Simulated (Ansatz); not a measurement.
# B2PLYP/6-31G(d) (spherical functions) run of C6H12 (methylcyclopentane)

What is the electronic atomisation energy of C6H12 (methylcyclopentane) at B2PLYP/6-31G* (spherical functions)? 

The calculation is run with Ansatz 0.2.0.

19 further runs of the same task are left out: 1 that didn't finish, 18 set aside as unsound or not needed.

### 1 The structure to begin with

C6H12 has 18 atoms, charge 0, and is taken as a singlet. SMILES: `CC1CCCC1`. The shape is that of a PBE0-D4/def2-TZVP optimisation. This is one conformer, not always the lowest.

Some bond lengths: C1–C2 1.514 Å, C2–C3 1.526 Å, C3–C4 1.532 Å, C4–C5 1.547 Å, C2–C6 1.526 Å, C5–C6 1.532 Å, C1–H7 1.095 Å, C1–H8 1.093 Å, C1–H9 1.093 Å, C2–H10 1.099 Å, C3–H11 1.097 Å, C3–H12 1.093 Å, C4–H13 1.093 Å, C4–H14 1.092 Å, C5–H15 1.093 Å, C5–H16 1.092 Å. Some angles: C1–C2–C3 114.7°, C1–C2–C6 114.6°, C3–C2–C6 101.9°, C2–C3–C4 104.7°, C3–C4–C5 105.6°, C4–C5–C6 105.6°, C2–C6–C5 104.8°, C1–C2–H10 109.0°, C3–C2–H10 108.1°, C6–C2–H10 108.1°.

### 2 A single-point energy at B2PLYP/6-31G(d) (spherical functions)

Contents of run.yaml:

```yaml
basis:
  gaussian: {orbitals: 6-31G_st_-spherical.json}
crystal:
  periodic: [false, false, false]
  atoms:
    - {symbol: C, position_ang: [1.205820, -1.782710, 0.205580]}
    - {symbol: C, position_ang: [0.653600, -0.373720, 0.264760]}
    - {symbol: C, position_ang: [0.403000, 0.269490, -1.096340]}
    - {symbol: C, position_ang: [-0.490040, 1.477080, -0.795690]}
    - {symbol: C, position_ang: [-1.228180, 1.130880, 0.519190]}
    - {symbol: C, position_ang: [-0.716550, -0.254930, 0.926780]}
    - {symbol: H, position_ang: [0.522920, -2.439790, -0.342380]}
    - {symbol: H, position_ang: [2.174220, -1.813190, -0.300730]}
    - {symbol: H, position_ang: [1.340610, -2.203190, 1.205640]}
    - {symbol: H, position_ang: [1.357520, 0.263110, 0.818890]}
    - {symbol: H, position_ang: [-0.129480, -0.450460, -1.729510]}
    - {symbol: H, position_ang: [1.323880, 0.537670, -1.620070]}
    - {symbol: H, position_ang: [0.118950, 2.374720, -0.662600]}
    - {symbol: H, position_ang: [-1.179770, 1.688420, -1.615150]}
    - {symbol: H, position_ang: [-0.991360, 1.866510, 1.291780]}
    - {symbol: H, position_ang: [-2.313350, 1.144350, 0.400200]}
    - {symbol: H, position_ang: [-0.682870, -0.397360, 2.009730]}
    - {symbol: H, position_ang: [-1.368930, -1.036890, 0.519920]}
hamiltonian: {xc: {name: B2PLYP}}
correlation: {frozen_orbitals: {C: 1, H: 0}}
accuracy: high
output: {orbitals: {seedname: orbitals}}
```

The basis set 6-31G* is read from a file made from the Basis Set Exchange's data (not shown).

Run with:

```
$ ansatz run run.yaml --threads 1 --pin off --max-ram 3480MiB --events-out events.jsonl --progress --plain --runs-dir runs
```

The program printed:

```text
Warning: RAYON_NUM_THREADS=1 ignored (pool sized by the plan → 1); use --threads N
Functional definition: B2PLYP
  name "B2PLYP"
  parameter a = 0.53
  parameter c = 0.27
  exchange = (1 - a)*b88_x + a*exact_x
  correlation = (1 - c)*lyp_c + c*(mp2_os + mp2_ss)
2864 factors; integrals over basis functions are off by at most 3.1e-9 eV
mean field evaluation 1: about -6397.8453 eV, gradient 4.4e1 eV
mean field evaluation 2: about -6397.8319 eV, gradient 4.4e1 eV
mean field evaluation 4: about -6402.6999 eV, gradient 3.2e0 eV
mean field evaluation 8: about -6402.7235 eV, gradient 2.3e-2 eV
mean field evaluation 16: about -6402.7235 eV, gradient 8.9e-7 eV
mean field -6402.72354647 eV, -235.2957504109 hartree, gradient 7.2e-8 eV, S^2 0.000000; 0 other end points of the search recorded, 0 dependent functions left out
6 core orbitals not correlated: weight in the atoms' cores, before any rotation towards them, 1.000 or more for the frozen orbitals, at most 0.000 for the correlated occupied ones
reference -6402.72357198 eV, -235.2957513484 hartree; 18, 18 occupied and 84, 84 virtual orbitals, 2864 factors
second order -25.80583939 eV of doubles, -0.00000000 eV of singles
Total energy: -6409.69114862 eV, -235.5518050670 hartree
```

Wall time 21 s (1 thread of Arm Neoverse V1, shared host); peak memory 0.48 GiB.

### 3 The C atom at the same level

Contents of input.yaml:

```yaml
crystal:
  periodic: [false, false, false]
  atoms:
    - {symbol: C, position_ang: [0.000000, 0.000000, 0.000000]}
basis:
  gaussian:
    orbitals: 6-31G_st_-spherical.json
correlation:
  frozen_orbitals: {C: 1}
hamiltonian:
  xc: {name: B2PLYP}
magnetization:
  spin_polarized: true
  initial_magnetization: 2
accuracy: high
```

The basis set 6-31G* is read from a file made from the Basis Set Exchange's data (not shown).

Run the same way, it converges to -37.80871 Eh (log not shown).

### 4 The H atom, same level

Contents of job.yaml:

```yaml
crystal:
  periodic: [false, false, false]
  atoms:
    - {symbol: H, position_ang: [0.000000, 0.000000, 0.000000]}
basis:
  gaussian:
    orbitals: "6-31G*"
magnetization:
  spin_polarized: true
  initial_magnetization: 1
hamiltonian:
  xc: {name: B2PLYP}
correlation:
  frozen_orbitals: {H: 0}
accuracy: high
```

Run with:

```
$ ansatz run job.yaml --threads 1 --pin off --max-ram 3480MiB --events-out events.jsonl --progress --plain --runs-dir runs
```

The program printed:

```text
Warning: RAYON_NUM_THREADS=1 ignored (pool sized by the plan → 1); use --threads N
Functional definition: B2PLYP
  name "B2PLYP"
  parameter a = 0.53
  parameter c = 0.27
  exchange = (1 - a)*b88_x + a*exact_x
  correlation = (1 - c)*lyp_c + c*(mp2_os + mp2_ss)
3 factors; integrals over basis functions are off by at most 5.4e-10 eV
mean field evaluation 1: about -13.5158 eV, gradient 8.3e-1 eV
mean field evaluation 2: about -13.5155 eV, gradient 8.2e-1 eV
mean field evaluation 4: about -13.5218 eV, gradient 8.4e-6 eV
mean field evaluation 8: about -13.5218 eV, gradient 8.9e-9 eV
mean field -13.52181500 eV, -0.4969175357 hartree, gradient 4.6e-8 eV, S^2 0.750000; 0 other end points of the search recorded, 0 dependent functions left out
reference -13.52182647 eV, -0.4969179572 hartree; 1, 0 occupied and 1, 2 virtual orbitals, 3 factors
second order 0.00000000 eV of doubles, -0.00000000 eV of singles
Total energy: -13.52182647 eV, -0.4969179572 hartree
```

Wall time 0.12 s (1 thread of Arm Neoverse V1, shared host).

### 5 Summary of results

At B2PLYP/6-31G* (spherical functions), 6 core orbitals frozen:

| quantity | value |
| --- | --- |
| molecule: total energy | -235.55181 Eh |
| molecule: HOMO energy (SCF part's orbitals) | -9.81 eV |
| molecule: LUMO energy (SCF part's orbitals) | 3.82 eV |
| molecule: HOMO–LUMO gap (SCF part's orbitals) | 13.63 eV |
| C atom: total energy | -37.80871 Eh |
| C atom: ⟨S²⟩ | 2.003 |
| H atom: total energy | -0.49692 Eh |
| H atom: ⟨S²⟩ | 0.750 |
| electronic atomisation energy | 74.465 eV |

What this shows: Taking the molecule apart into free atoms costs 74.47 eV (1717 kcal/mol), before zero-point energy and without spin-orbit coupling.
